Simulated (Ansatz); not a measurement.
**H₉NO₂Si₃: one species, many methods**

How much do the methods differ for H₉NO₂Si₃? The plan is to run it at one geometry with functionals of several rungs and with coupled cluster, and see how far each lands from CCSD(T) at the basis-set limit for the atomisation energy.

The runs use Ansatz 0.2.0, Gaussian basis; functionals in def2-TZVPP, the program's frozen cores in correlated methods.

Plan: PBE-D4, r2SCAN-D4, PBE0-D4, B3LYP-D4, ωB97X-V, ωB97M-V, B2PLYP; CCSD(T)/def2-TZVPP; MP2/def2-QZVPP; extrapolation to the limit.

**1. The relaxed structure**

The geometry comes from an earlier relaxation with PBE0-D4 in a triple-zeta def2 set; it is a stationary point, not always the lowest conformer.

SMILES `N[Si](O)([SiH3])O[SiH3]`, 15 atoms, charge 0, spin multiplicity 1.

Atoms are counted from 1 here; the program's logs count them from 0.

Bond lengths: N1–Si2 1.716 Å, N1–H7 1.008 Å, N1–H8 1.008 Å, Si2–O3 1.640 Å, Si2–Si4 2.336 Å, Si2–O5 1.636 Å, O3–H9 0.960 Å, Si4–H10 1.490 Å, Si4–H11 1.489 Å, Si4–H12 1.488 Å, O5–Si6 1.637 Å, Si6–H13 1.483 Å, Si6–H14 1.487 Å, Si6–H15 1.487 Å. Angles: Si2–N1–H7 119.9°, Si2–N1–H8 119.8°, H7–N1–H8 110.8°, N1–Si2–O3 107.7°, N1–Si2–Si4 117.7°, N1–Si2–O5 105.6°, O3–Si2–Si4 105.3°, O3–Si2–O5 113.6°, Si4–Si2–O5 107.1°, Si2–O3–H9 116.8°, Si2–Si4–H10 109.4°, Si2–Si4–H11 110.3°, Si2–Si4–H12 112.2°, H10–Si4–H11 107.9°, H10–Si4–H12 108.4°, H11–Si4–H12 108.6°, Si2–O5–Si6 142.2°, O5–Si6–H13 108.3° and more.

**2. PBE-D4 (GGA)**

in.yaml

```yaml
crystal:
  periodic: [false, false, false]
  atoms:
    - {symbol: N, position_ang: [-1.807063, 0.154796, -0.054561]}
    - {symbol: Si, position_ang: [-0.209019, -0.361527, -0.407107]}
    - {symbol: O, position_ang: [-0.225750, -1.997785, -0.515554]}
    - {symbol: Si, position_ang: [0.758349, 0.380002, -2.399528]}
    - {symbol: O, position_ang: [0.717554, 0.205459, 0.816548]}
    - {symbol: Si, position_ang: [0.768032, 0.333780, 2.447718]}
    - {symbol: H, position_ang: [-2.573305, -0.150372, -0.633983]}
    - {symbol: H, position_ang: [-1.967357, 1.089220, 0.288098]}
    - {symbol: H, position_ang: [-0.719449, -2.471382, 0.158261]}
    - {symbol: H, position_ang: [0.840062, 1.867519, -2.385345]}
    - {symbol: H, position_ang: [-0.081433, -0.020246, -3.562640]}
    - {symbol: H, position_ang: [2.129360, -0.163514, -2.594848]}
    - {symbol: H, position_ang: [2.154778, 0.675036, 2.846315]}
    - {symbol: H, position_ang: [-0.153600, 1.406466, 2.907740]}
    - {symbol: H, position_ang: [0.368832, -0.947443, 3.088876]}
basis:
  gaussian: {orbitals: def2-TZVPP}
hamiltonian: {xc: pbe, dispersion: d4}
output: {forces: true, orbitals: {seedname: orbitals}}
```

On the command line:

```console
$ ansatz run in.yaml --threads 2 --pin off --events-out ev --progress --plain --max-ram 32768MiB --backend cuda --devices 0, --max-vram 18GiB
```

The runs that follow: r2SCAN-D4 (meta-GGA); PBE0-D4 (hybrid); B3LYP-D4 (hybrid); ωB97X-V (range-separated); ωB97M-V (range-separated); B2PLYP (double hybrid); CCSD(T) in def2-TZVPP; MP2 in def2-QZVPP.

**Question.** What will the summary of the whole plan be? Wanted: atomisation energy, CCSD(T)/CBS; farthest; mean size of error, hybrid; mean size of error, range-separated; gap, smallest and largest; T1 diagnostic; triples share of the correlation energy.

The runs gave:

| quantity | value |
| --- | --- |
| atomisation energy, CCSD(T)/CBS | 1256.2 kcal/mol |
| functionals within 6.3 kcal/mol (0.5 %) | ωB97X-V, ωB97M-V |
| farthest | PBE0-D4 (-23.6 kcal/mol) |
| mean size of error, hybrid | 15.2 kcal/mol |
| mean size of error, range-separated | 2.6 kcal/mol |
| gap, smallest and largest | 5.41 eV (PBE-D4), 11.82 eV (ωB97X-V) |
| T1 diagnostic | 0.0122 |
| triples share of the correlation energy | 3.4 % |

**Reading.** PBE-D4 is off by -7.3 kcal/mol. Double hybrids carry the basis error of their MP2 part in triple zeta, and no dispersion term here, so their miss is partly the set-up's. Misses under about 6.3 kcal/mol are within the doubt on the reference itself, which lacks core-valence correlation, relativity and higher excitations. Hartree-Fock recovers 72 % of the binding; the rest is correlation. The gap grows from 5.4 to 11.8 eV across the functionals, mostly with the share of exact exchange.
